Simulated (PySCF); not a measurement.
# CH₅As: fields and orbitals

For CH₅As, the scripts below analyse its density (charges, bond critical points, surface potential), see where an electron leaves and enters and measure its response to a uniform field.

Computed with PySCF 2.14.0. Level: levels as typed in each script, gas phase, geometry from GFN2-xTB.

## Step 1: The system as given

SMILES `C[AsH2]`, 7 atoms, charge 0, spin multiplicity 1.

Bond lengths: C1–As2 1.974 Å, C1–H3 1.090 Å, C1–H4 1.090 Å, C1–H5 1.088 Å, As2–H6 1.502 Å, As2–H7 1.502 Å. Angles: As2–C1–H3 109.5°, As2–C1–H4 109.5°, As2–C1–H5 112.2°, H3–C1–H4 107.9°, H3–C1–H5 108.9°, H4–C1–H5 108.9°, C1–As2–H6 94.6°, C1–As2–H7 94.6°, H6–As2–H7 89.1°.

Geometry (Å):

```xyz
7
CH5As
C     1.55068    0.00004   -0.01869
As   -0.42178   -0.00020    0.06517
H     1.93649   -0.88271    0.49133
H     1.93653    0.87924    0.49704
H     1.91795    0.00369   -1.04268
H    -0.58807    1.05707   -0.98867
H    -0.58812   -1.05080   -0.99549
```

## Step 2: Density, bond paths and surface potential (PBE0/def2-tzvp)

Contents of input.py:

```python
import numpy as np
from pyscf import gto, scf, dft
from pyscf.scf import atom_ks, atom_hf
from scipy.linalg import block_diag

def solve(mol, dm0=None, hcore=None):
    mf = (dft.UKS if mol.spin else dft.RKS)(mol, xc='pbe0')
    mf.grids.level = 3
    mf = mf.density_fit(auxbasis='def2-universal-jkfit')
    mf.conv_tol, mf.max_cycle = 1e-8, 80
    if hcore is not None:
        mf.get_hcore = lambda *args: hcore
    mf.kernel(dm0)
    if not mf.converged:
        mf = mf.newton().run(mf.mo_coeff, mf.mo_occ, max_cycle=30)
    assert mf.converged, 'SCF not converged'
    return mf

mol = gto.M(atom='''
C      1.55068     0.00004    -0.01869
As    -0.42178    -0.00020     0.06517
H      1.93649    -0.88271     0.49133
H      1.93653     0.87924     0.49704
H      1.91795     0.00369    -1.04268
H     -0.58807     1.05707    -0.98867
H     -0.58812    -1.05080    -0.99549
''', basis='def2-tzvp', charge=0, spin=0, verbose=4)
mf = solve(mol)
mf.analyze()
# spherically averaged free atoms, for the promolecule
atm = atom_ks.get_atm_nrks(mol, xc='pbe0')
pro = block_diag(*[(atm[a[0]][2] * atm[a[0]][3]) @ atm[a[0]][2].T for a in mol._atom])
np.savez('result.npz', e=mf.e_tot, c=mf.mo_coeff, occ=mf.mo_occ, eps=mf.mo_energy, pro=pro, dip=mf.dip_moment(verbose=0), s2=mf.spin_square()[0])
```

On the command line:

```bash
OMP_NUM_THREADS=1 python input.py
```

## Step 4: Removing and adding an electron (PBE0/def2-tzvp)

Edit input.py of step 2 so:

```diff
@@ -28,3 +28,12 @@
 mf = solve(mol)
-mf.analyze()
+out = dict(e0=mf.e_tot, dm0=mf.make_rdm1(), c=mf.mo_coeff, occ=mf.mo_occ, eps=mf.mo_energy)
+for name, dq, spin in [('cation', 1, 1)]:
+    ion = mol.copy().set(charge=mol.charge + dq, spin=spin).build()
+    mi = solve(ion)
+    if spin and dq > 0 and mol.nao < 130:
+        c, _, stable, _ = mi.stability(return_status=True)
+        if not stable:
+            mi = solve(ion, mi.make_rdm1(c, mi.mo_occ))
+    print(name, 'vertical energy change / eV', (mi.e_tot - mf.e_tot) * 27.211386)
+    out.update({'e_' + name: mi.e_tot, 'dm_' + name: mi.make_rdm1(), 's2_' + name: mi.spin_square()[0], 'eps_' + name: mi.mo_energy, 'occ_' + name: mi.mo_occ})
 # spherically averaged free atoms, for the promolecule
@@ -32,2 +41,2 @@
 pro = block_diag(*[(atm[a[0]][2] * atm[a[0]][3]) @ atm[a[0]][2].T for a in mol._atom])
-np.savez('result.npz', e=mf.e_tot, c=mf.mo_coeff, occ=mf.mo_occ, eps=mf.mo_energy, pro=pro, dip=mf.dip_moment(verbose=0), s2=mf.spin_square()[0])
+np.savez('result.npz', pro=pro, **out)
```

## Step 6: Response to an electric field (PBE0/def2-tzvp)

Contents of input.py:

```python
import numpy as np
from pyscf import gto, scf, dft
from pyscf.scf import atom_ks, atom_hf
from scipy.linalg import block_diag

def solve(mol, dm0=None, hcore=None):
    mf = (dft.UKS if mol.spin else dft.RKS)(mol, xc='pbe0')
    mf.grids.level = 3
    mf = mf.density_fit(auxbasis='def2-universal-jkfit')
    mf.conv_tol, mf.max_cycle = 1e-8, 80
    if hcore is not None:
        mf.get_hcore = lambda *args: hcore
    mf.kernel(dm0)
    if not mf.converged:
        mf = mf.newton().run(mf.mo_coeff, mf.mo_occ, max_cycle=30)
    assert mf.converged, 'SCF not converged'
    return mf

mol = gto.M(atom='''
C      1.55068     0.00004    -0.01869
As    -0.42178    -0.00020     0.06517
H      1.93649    -0.88271     0.49133
H      1.93653     0.87924     0.49704
H      1.91795     0.00369    -1.04268
H     -0.58807     1.05707    -0.98867
H     -0.58812    -1.05080    -0.99549
''', basis='def2-tzvp', charge=0, spin=0, verbose=4)
field = np.array([0.004, 0.0, 0.0])  # atomic units
mol.set_common_orig(mol.atom_charges() @ mol.atom_coords() / mol.atom_charges().sum())
mf = solve(mol)
out = dict(dm0=mf.make_rdm1(), d0=mf.dip_moment(unit='AU'), e0=mf.e_tot)
for name, sign in (('p', 1), ('m', -1)):
    h = mf.get_hcore() + sign * np.einsum('x,xij->ij', field, mol.intor('int1e_r'))
    mi = solve(mol, mf.make_rdm1(), h)
    out.update({'dm' + name: mi.make_rdm1(), 'd' + name: mi.dip_moment(unit='AU'), 'e' + name: mi.e_tot})
# spherically averaged free atoms, for the promolecule
atm = atom_ks.get_atm_nrks(mol, xc='pbe0')
pro = block_diag(*[(atm[a[0]][2] * atm[a[0]][3]) @ atm[a[0]][2].T for a in mol._atom])
np.savez('result.npz', pro=pro, **out)
```

(Steps that only read results are left out.)

Q: Predict the outcome of this session. Wanted: dipole moment; HOMO, LUMO; vertical ionisation energy; polarisability along the field.

The runs gave:

```
                                       quantity           value
                 dipole moment (PBE0/def2-tzvp)          0.94 D
                    HOMO, LUMO (PBE0/def2-tzvp)  -7.29, 0.47 eV
    vertical ionisation energy (PBE0/def2-tzvp)         9.67 eV
polarisability along the field (PBE0/def2-tzvp)      50.3 bohr³
```

In words: At PBE0/def2-tzvp: The highest Hirshfeld charge is on As2 (+0.12 e), the lowest on C1 (−0.18 e). The ionisation energy from two SCF runs, 9.67 eV, lies 2.4 eV above −ε(HOMO) = 7.29 eV of the same level, PBE0/def2-tzvp, since self-interaction lifts this functional's HOMO. All values hold at the given geometry, in the gas phase.
